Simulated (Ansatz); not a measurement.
# BW2: a line through an energy map, part 2 of 2

One line of a two-coordinate grid on BW₂ (I4/mcm, No. 140; 6 atoms in the cell): c/a of the conventional cell is varied, at volume per atom = 11.260 Å³.

Ansatz 0.2.0; DFT PBEsol, scalar-relativistic, plane waves, PAW. Earlier steps stand in the parts before.

## 11. The run at (11.260 Å³, 0.900)

input.yaml reads:

```yaml
crystal:
  lattice:
    - [-2.6570397671, 2.6570397671, 2.3923986063]
    - [2.6570397671, -2.6570397671, 2.3923986063]
    - [2.6570397671, 2.6570397671, -2.3923986063]
  atoms:
    - { symbol: B, position: [0.25, 0.25, 0.0] }
    - { symbol: B, position: [0.75, 0.75, 0.0] }
    - { symbol: W, position: [0.6699250788, 0.1699250788, 0.8398501576] }
    - { symbol: W, position: [0.1699250788, 0.3300749212, 0.5] }
    - { symbol: W, position: [0.3300749212, 0.8300749212, 0.1601498424] }
    - { symbol: W, position: [0.8300749212, 0.6699250788, 0.5] }
basis:
  ecutwfc: 520.0
kpoints:
  mp_grid: { grid: [12, 12, 12] }
hamiltonian:
  xc: pbesol
scf:
  occupations: { method: gaussian, width: 0.15 }
output:
  forces: true
  stress: true
  eigenvalues: true
```

Run with:

```
ansatz run input.yaml --threads 4 --pin off --max-ram 8192MiB --backend cpu --events-out ev --progress --plain --runs-dir out
```

Output, shortened:

```text
Warning: RAYON_NUM_THREADS=4 ignored (pool sized by the plan → 4); use --threads N
[...]
Pseudopotentials: kind: paw
Pseudopotential: B, paw, valence charge 3, recommended cutoff 420 eV (normal), B.paw.azcp
Pseudopotential: W, paw, valence charge 14, recommended cutoff 420 eV (normal), W.paw.azcp
Functional definition: PBEsol
[...]
Crystal: 6 atoms, lattice volume = 67.560 Å³
Basis set: ecut = 520 eV, 1833 PW (Γ), exchange–correlation on 72×72×72 points (8 copies of the dense FFT grid, shifted against one another)
Bands: 38, of which v1, the nominal top of the filled ones, is band 31 counted from 1 (30 counted from 0)
Symmetry: 16 space group operations
Space group: I4/mcm (ITA 140), of the structure as read, at distance tolerance 4.1e-5 Å
k-points: 163 of 1728
[...]
SCF iter   1: F=—  HF=-41332.851796 eV  |F-HF|=—  |Δ(HF+E_count)|=         —  Δρ=6.06e-3  dr2=1.47e-2  ethr=1.77e-3  ⟨swp⟩=5.3  Hψ=24613  notcnv=0
[...]
SCF iter   6: F=-41332.848987 eV  HF=-41332.848987 eV  |F-HF|=2.76e-10  |Δ(HF+E_count)|=   5.14e-9  Δρ=8.12e-7  dr2=4.51e-10  ethr=3.77e-11  ⟨swp⟩=6.6  Hψ=22894  notcnv=0
[...]
SCF converged after 6 iterations
Free energy (F): -41332.848987 eV
[...]
E sigma→0 (E₀):  -41332.833912 eV
Entropy (-TS):   -0.030151 eV (-5.025 meV/atom)
Fermi energy:    23.724164 eV
[...]
--- Forces (eV/Å), atoms counted from 1 ---
  atom   1  B      0.00000000     0.00000000     0.00000000
  atom   2  B      0.00000000     0.00000000     0.00000000
  atom   3  W      0.11672122     0.11672122    -0.00000000
  atom   4  W     -0.11672122     0.11672122    -0.00000000
  atom   5  W     -0.11672122    -0.11672122    -0.00000000
  atom   6  W      0.11672122    -0.11672122     0.00000000
[...]
--- Stress (GPa, compression-positive) ---
       36.387244       0.000000       0.000000
        0.000000      36.387244      -0.000000
       -0.000000      -0.000000      19.095654
  P = ⅓ Tr σ = 30.6234 GPa (306.234 kbar)
--- Band table (eV; the first three rows and the last of 163) ---
[...]
```

It took 5.9 s on 4 threads of Arm Neoverse V2, shared host; peak memory 0.68 GiB.

Energy on the map's scale: 97 meV/atom.

## 12. Grid point (11.260 Å³, 0.915)

Edit input.yaml of step 11 so:

```diff
@@ -2,5 +2,5 @@
   lattice:
-    - [-2.6570397671, 2.6570397671, 2.3923986063]
-    - [2.6570397671, -2.6570397671, 2.3923986063]
-    - [2.6570397671, 2.6570397671, -2.3923986063]
+    - [-2.6429280526, 2.6429280526, 2.4180148753]
+    - [2.6429280526, -2.6429280526, 2.4180148753]
+    - [2.6429280526, 2.6429280526, -2.4180148753]
   atoms:
```

Run with:

```
ansatz run input.yaml --threads 4 --pin off --max-ram 8192MiB --backend cpu --events-out ev --progress --plain --runs-dir out
```

Output, shortened:

```text
[...]
SCF converged after 6 iterations
Free energy (F): -41332.759684 eV
[...]
E sigma→0 (E₀):  -41332.744208 eV
Entropy (-TS):   -0.030952 eV (-5.159 meV/atom)
Fermi energy:    23.719149 eV
[...]
--- Forces (eV/Å), atoms counted from 1 ---
  atom   1  B      0.00000000     0.00000000     0.00000000
  atom   2  B      0.00000000     0.00000000     0.00000000
  atom   3  W      0.19763721     0.19763721     0.00000000
  atom   4  W     -0.19763721     0.19763721    -0.00000000
  atom   5  W     -0.19763721    -0.19763721     0.00000000
  atom   6  W      0.19763721    -0.19763721    -0.00000000
[...]
--- Stress (GPa, compression-positive) ---
       38.395945       0.000000       0.000000
        0.000000      38.395945      -0.000000
        0.000000      -0.000000      16.085381
  P = ⅓ Tr σ = 30.9591 GPa (309.591 kbar)
--- Band table (eV; the first three rows and the last of 163) ---
[...]
```

Wall time 6 s (4 threads of Arm Neoverse V2, shared host); peak memory 0.68 GiB.

Energy on the map's scale: 112 meV/atom.

## 13. Grid point (11.260 Å³, 0.930)

Edit input.yaml of step 12 so:

```diff
@@ -2,5 +2,5 @@
   lattice:
-    - [-2.6429280526, 2.6429280526, 2.4180148753]
-    - [2.6429280526, -2.6429280526, 2.4180148753]
-    - [2.6429280526, 2.6429280526, -2.4180148753]
+    - [-2.6288286115, 2.6288286115, 2.4440219601]
+    - [2.6288286115, -2.6288286115, 2.4440219601]
+    - [2.6288286115, 2.6288286115, -2.4440219601]
   atoms:
```

Run with:

```
ansatz run input.yaml --threads 4 --pin off --max-ram 8192MiB --backend cpu --events-out ev --progress --plain --runs-dir out
```

Output, shortened:

```text
Warning: RAYON_NUM_THREADS=4 ignored (pool sized by the plan → 4); use --threads N
[...]
[... 4 set-up lines as earlier in the session ...]
[...]
Crystal: 6 atoms, lattice volume = 67.560 Å³
Basis set: ecut = 520 eV, 1857 PW (Γ), exchange–correlation on 72×72×72 points (8 copies of the dense FFT grid, shifted against one another)
Bands: 38, of which v1, the nominal top of the filled ones, is band 31 counted from 1 (30 counted from 0)
[... 2 set-up lines as earlier in the session ...]
k-points: 163 of 1728
[...]
SCF iter   1: F=—  HF=-41332.652610 eV  |F-HF|=—  |Δ(HF+E_count)|=         —  Δρ=6.04e-3  dr2=1.20e-2  ethr=1.77e-3  ⟨swp⟩=5.2  Hψ=24591  notcnv=0
[...]
SCF iter   6: F=-41332.650706 eV  HF=-41332.650706 eV  |F-HF|=3.20e-10  |Δ(HF+E_count)|=   5.73e-9  Δρ=8.33e-7  dr2=5.31e-10  ethr=4.22e-11  ⟨swp⟩=6.5  Hψ=22700  notcnv=0
[...]
SCF converged after 6 iterations
Free energy (F): -41332.650706 eV
[...]
E sigma→0 (E₀):  -41332.634750 eV
Entropy (-TS):   -0.031912 eV (-5.319 meV/atom)
Fermi energy:    23.706506 eV
[...]
--- Forces (eV/Å), atoms counted from 1 ---
  atom   1  B      0.00000000     0.00000000    -0.00000000
  atom   2  B      0.00000000     0.00000000     0.00000000
  atom   3  W      0.29566497     0.29566497    -0.00000000
  atom   4  W     -0.29566497     0.29566497     0.00000000
  atom   5  W     -0.29566497    -0.29566497     0.00000000
  atom   6  W      0.29566497    -0.29566497    -0.00000000
[...]
--- Stress (GPa, compression-positive) ---
       39.992041      -0.000000      -0.000000
       -0.000000      39.992041       0.000000
       -0.000000       0.000000      14.211970
  P = ⅓ Tr σ = 31.3987 GPa (313.987 kbar)
--- Band table (eV; the first three rows and the last of 163) ---
[...]
```

It took 6 s on 4 threads of Arm Neoverse V2, shared host; peak memory 0.68 GiB.

Energy on the map's scale: 130 meV/atom.

## 14. Results

This closing draws on all 2 parts.

```
c/a of the conventional cell  step  energy (meV/atom)  slope (meV/atom per unit)  pressure (GPa)  largest force on an atom (eV/Å)
                       0.792     3                138                      −1864           32.26                             0.68
                       0.805     4                117                      −1496           31.66                             0.55
                       0.818     6                100                      −1117           31.15                             0.43
                       0.831     7                 88                       −734           30.77                             0.33
                       0.845     8                 80                       −362           30.51                             0.23
                       0.858     9                 78                        −25           30.36                             0.13
                       0.872    10                 80                        299           30.32                             0.03
                       0.886     –                 86                        615           30.41                             0.06
                       0.900    11                 97                        900           30.62                             0.17
                       0.915    12                112                       1143           30.96                             0.28
                       0.930    13                130                       1299           31.40                             0.42
```

Energies count from the relaxed crystal. Rows without a step come from runs not printed here or follow by symmetry. Slopes come from the forces (and the stress, where the cell changes), not from differences of energies.

| run | outcome |
| --- | --- |
| step 5, run with preconditioner local_kerker (against step 4) | 0.0 meV/atom |

**Reading.** Along the line the energy is lowest at 0.858, 78 meV/atom from the zero. A fit to energies and slopes at the lowest point and its two neighbours puts the minimum at 0.8591, with a curvature of about 24000 meV/atom per (unit)². The highest point computed, at 0.792, lies 61 meV/atom above the lowest. This is one cut through a surface in two coordinates; the map's lowest point lies off it. With the other coordinates free, the energies away from the reference would be the same or lower. The runs treat W without spin-orbit coupling.
